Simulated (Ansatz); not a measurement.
**C₄H₈BF: a ladder of functionals and wavefunction methods**

Aim: compute C₄H₈BF with functionals from several rungs and with coupled cluster. The yardstick is the atomisation energy at the CCSD(T) limit.

The runs use Ansatz 0.2.0, Gaussian basis; functionals in def2-TZVPP, the program's frozen cores in correlated methods.

Levels to be run: LDA (SPW92), PBE-D4, revPBE-D4, BLYP-D4, r2SCAN-D4, B97M-V, PBE0-D4, B3LYP-D4, r2SCANh-D4, r2SCAN0-D4, HSE06-D4, BHLYP-D4, CAM-B3LYP-D4, LC-ωPBE, ωB97X-V, ωB97M-V, B2PLYP, PBE-QIDH; CCSD(T)/def2-SVP; CCSD(T)/def2-TZVPP; MP2/def2-QZVPP; extrapolation to the limit; RPA on PBE.

## Step 1: Structure used throughout

An earlier PBE0-D4 in a triple-zeta def2 set relaxation fixed the geometry.

14 atoms, charge 0, spin multiplicity 1.

Atoms are counted from 1 here; the program's logs count them from 0.

Bond lengths: C1–C2 1.327 Å, C1–H7 1.084 Å, C1–H8 1.086 Å, C2–C3 1.499 Å, C2–H9 1.088 Å, C3–B4 1.576 Å, C3–H10 1.092 Å, C3–H11 1.096 Å, B4–C5 1.559 Å, B4–F6 1.336 Å, C5–H12 1.098 Å, C5–H13 1.094 Å, C5–H14 1.091 Å. Angles: C2–C1–H7 121.4°, C2–C1–H8 121.6°, H7–C1–H8 117.1°, C1–C2–C3 125.2°, C1–C2–H9 118.9°, C3–C2–H9 115.8°, C2–C3–B4 106.6°, C2–C3–H10 110.2°, C2–C3–H11 109.8°, B4–C3–H10 111.5°, B4–C3–H11 109.8°, H10–C3–H11 108.9°, C3–B4–C5 124.4°, C3–B4–F6 116.7°, C5–B4–F6 118.9°, B4–C5–H12 108.7°, B4–C5–H13 111.2°, B4–C5–H14 113.5° and more.

## Step 2: LDA

This LDA is Slater exchange with PW92 correlation.

File in.yaml:

```yaml
crystal:
  periodic: [false, false, false]
  atoms:
    - {symbol: C, position_ang: [-0.206599, -2.214275, -0.343716]}
    - {symbol: C, position_ang: [-0.344744, -1.325495, 0.632297]}
    - {symbol: C, position_ang: [0.571116, -0.165797, 0.881448]}
    - {symbol: B, position_ang: [-0.197339, 1.125313, 0.404435]}
    - {symbol: C, position_ang: [0.052775, 1.847886, -0.954140]}
    - {symbol: F, position_ang: [-1.142537, 1.597918, 1.221518]}
    - {symbol: H, position_ang: [-0.925648, -3.012279, -0.485898]}
    - {symbol: H, position_ang: [0.636013, -2.180663, -1.027715]}
    - {symbol: H, position_ang: [-1.207559, -1.398337, 1.291130]}
    - {symbol: H, position_ang: [1.506711, -0.300602, 0.333798]}
    - {symbol: H, position_ang: [0.794338, -0.091730, 1.951576]}
    - {symbol: H, position_ang: [0.990109, 2.414613, -0.883406]}
    - {symbol: H, position_ang: [0.199793, 1.128250, -1.764331]}
    - {symbol: H, position_ang: [-0.739632, 2.545999, -1.228197]}
basis:
  gaussian: {orbitals: def2-TZVPP}
hamiltonian: {xc: lda}
output: {orbitals: {seedname: orbitals}}
```

Started as:

```console
$ ansatz run in.yaml --threads 4 --pin off --events-out ev --progress --plain --max-ram 10444MiB
```

Further steps of the session: PBE-D4 (GGA); revPBE-D4 (GGA); BLYP-D4 (GGA); r2SCAN-D4 (meta-GGA); B97M-V (meta-GGA); PBE0-D4 (hybrid); B3LYP-D4 (hybrid); r2SCANh-D4 (hybrid); r2SCAN0-D4 (hybrid); HSE06-D4 (hybrid); BHLYP-D4 (hybrid); CAM-B3LYP-D4 (range-separated); LC-ωPBE (range-separated); ωB97X-V (range-separated); ωB97M-V (range-separated); B2PLYP (double hybrid); PBE-QIDH (double hybrid); CCSD(T) in def2-SVP; CCSD(T) in def2-TZVPP; MP2 in def2-QZVPP; RPA on PBE orbitals.

Q: Predict the results of all the runs planned. Wanted: atomisation energy, CCSD(T)/CBS; farthest beyond LDA; mean size of error, GGA; mean size of error, meta-GGA; mean size of error, hybrid; mean size of error, range-separated; mean size of error, double hybrid; gap, smallest and largest; T1 diagnostic.

**Answer**, as computed:

| quantity | value |
| --- | --- |
| atomisation energy, CCSD(T)/CBS | 60.620 eV |
| functionals within 0.303 eV (0.5 %) | revPBE-D4, BLYP-D4, B3LYP-D4, r2SCANh-D4, r2SCAN0-D4, LC-ωPBE, ωB97X-V, B2PLYP, PBE-QIDH |
| farthest beyond LDA | PBE-D4 (+1.507 eV) |
| mean size of error, GGA | 0.548 eV |
| mean size of error, meta-GGA | 0.429 eV |
| mean size of error, hybrid | 0.532 eV |
| mean size of error, range-separated | 0.305 eV |
| mean size of error, double hybrid | 0.214 eV |
| gap, smallest and largest | 4.58 eV (LDA (SPW92)), 11.88 eV (LC-ωPBE) |
| T1 diagnostic | 0.0116 |
| triples share of the correlation energy | 3.8 % |

What this shows: The LDA atomisation energy is off by 8.437 eV (14 %): it overbinds. PBE-D4 is off by +1.507 eV. Double hybrids carry the basis error of their MP2 part in triple zeta, and no dispersion term here, so their miss is partly the set-up's. Taken by rung, double hybrid functionals do best (0.214 eV on average) and GGA ones worst beyond LDA (0.548 eV). The gap between the best rungs is small, so their order is not settled. Misses under about 0.303 eV are within the doubt on the reference itself, which lacks core-valence correlation, relativity and higher excitations. Hartree-Fock recovers 77 % of the binding; the rest is correlation. CCSD(T) in def2-SVP is off by -2.094 eV, which most functionals beat. Orbital gaps span 4.6 to 11.9 eV; exact exchange widens them.
